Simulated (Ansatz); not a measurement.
# C₂H₇BrGe: a ladder of functionals and wavefunction methods

How much do the methods differ for C₂H₇BrGe? The plan is to run it at one geometry with functionals of several rungs and with coupled cluster. The yardstick is the atomisation energy at the CCSD(T) limit.

Method: functionals in def2-TZVPP, the program's frozen cores in correlated methods; program: Ansatz 0.2.0, Gaussian basis.

The runs, in order: PBE-D4, r2SCAN-D4, PBE0-D4, B3LYP-D4, ωB97X-V, ωB97M-V, B2PLYP; CCSD(T)/def2-TZVPP; MP2/def2-QZVPP; extrapolation to the limit.

## (1) The relaxed structure

The geometry comes from an earlier relaxation with PBE0-D4 in a triple-zeta def2 set; it is a stationary point, not always the lowest conformer.

SMILES `[CH3][GeH2][CH2]Br`, 11 atoms, charge 0, spin multiplicity 1.

Atoms are counted from 1 here; the program's logs count them from 0.

Bond lengths: C1–Ge2 1.947 Å, C1–H5 1.091 Å, C1–H6 1.090 Å, C1–H7 1.091 Å, Ge2–C3 1.967 Å, Ge2–H8 1.538 Å, Ge2–H9 1.544 Å, C3–Br4 1.944 Å, C3–H10 1.089 Å, C3–H11 1.088 Å. Angles: Ge2–C1–H5 110.3°, Ge2–C1–H6 109.8°, Ge2–C1–H7 110.3°, H5–C1–H6 108.9°, H5–C1–H7 108.7°, H6–C1–H7 108.8°, C1–Ge2–C3 109.9°, C1–Ge2–H8 111.4°, C1–Ge2–H9 111.0°, C3–Ge2–H8 108.0°, C3–Ge2–H9 107.2°, H8–Ge2–H9 109.2°, Ge2–C3–Br4 110.7°, Ge2–C3–H10 111.8°, Ge2–C3–H11 112.0°, Br4–C3–H10 106.4°, Br4–C3–H11 106.5°, H10–C3–H11 109.1°.

## (2) PBE-D4 (GGA)

The input, in.yaml:

```yaml
crystal:
  periodic: [false, false, false]
  atoms:
    - {symbol: C, position_ang: [-0.091064, 1.632941, -0.052263]}
    - {symbol: Ge, position_ang: [-0.087947, -0.107844, 0.818849]}
    - {symbol: C, position_ang: [0.335367, -1.511665, -0.492724]}
    - {symbol: Br, position_ang: [-0.958130, -1.509967, -1.944348]}
    - {symbol: H, position_ang: [-0.361232, 2.413119, 0.660361]}
    - {symbol: H, position_ang: [-0.813357, 1.635520, -0.869160]}
    - {symbol: H, position_ang: [0.897536, 1.856262, -0.456007]}
    - {symbol: H, position_ang: [-1.460378, -0.431073, 1.433921]}
    - {symbol: H, position_ang: [0.990988, -0.171601, 1.922003]}
    - {symbol: H, position_ang: [1.311298, -1.357476, -0.949680]}
    - {symbol: H, position_ang: [0.302221, -2.505217, -0.050452]}
basis:
  gaussian: {orbitals: def2-TZVPP}
hamiltonian: {xc: pbe, dispersion: d4}
output: {forces: true, orbitals: {seedname: orbitals}}
```

Run with:

```bash
$ ansatz run in.yaml --threads 2 --pin off --events-out ev --progress --plain --max-ram 32768MiB --backend cpu
```

Further steps of the session: r2SCAN-D4 (meta-GGA); PBE0-D4 (hybrid); B3LYP-D4 (hybrid); ωB97X-V (range-separated); ωB97M-V (range-separated); B2PLYP (double hybrid); CCSD(T) in def2-TZVPP; MP2 in def2-QZVPP.

Before running them: what should the planned runs give, taken together? Wanted: atomisation energy, CCSD(T)/CBS; farthest; mean size of error, hybrid; mean size of error, range-separated; gap, smallest and largest; T1 diagnostic; triples share of the correlation energy.

**Answer**, as computed:

| quantity | value |
| --- | --- |
| atomisation energy, CCSD(T)/CBS | 37.697 eV |
| functionals within 0.377 eV (1.0 %) | PBE-D4, r2SCAN-D4, PBE0-D4, B3LYP-D4, ωB97X-V, ωB97M-V |
| farthest | B2PLYP (-0.652 eV) |
| mean size of error, hybrid | 0.257 eV |
| mean size of error, range-separated | 0.178 eV |
| gap, smallest and largest | 5.20 eV (PBE-D4), 11.92 eV (ωB97X-V) |
| T1 diagnostic | 0.0092 |
| triples share of the correlation energy | 3.6 % |

PBE-D4 misses by +0.140 eV. Double hybrids carry the basis error of their MP2 part in triple zeta, and no dispersion term here, so their miss is partly the set-up's. The reference freezes the cores and leaves out relativity and excitations past (T), and its outer-core shells are covered unevenly, so misses under about 0.377 eV can't be ranked. All levels share the lack of spin-orbit coupling, which lowers the free heavy atoms and so the true binding. Hartree-Fock recovers 74 % of the binding; the rest is correlation. Orbital gaps span 5.2 to 11.9 eV; exact exchange widens them. Correlated methods include outer-core shells of Br, Ge, which these sets cover unevenly.
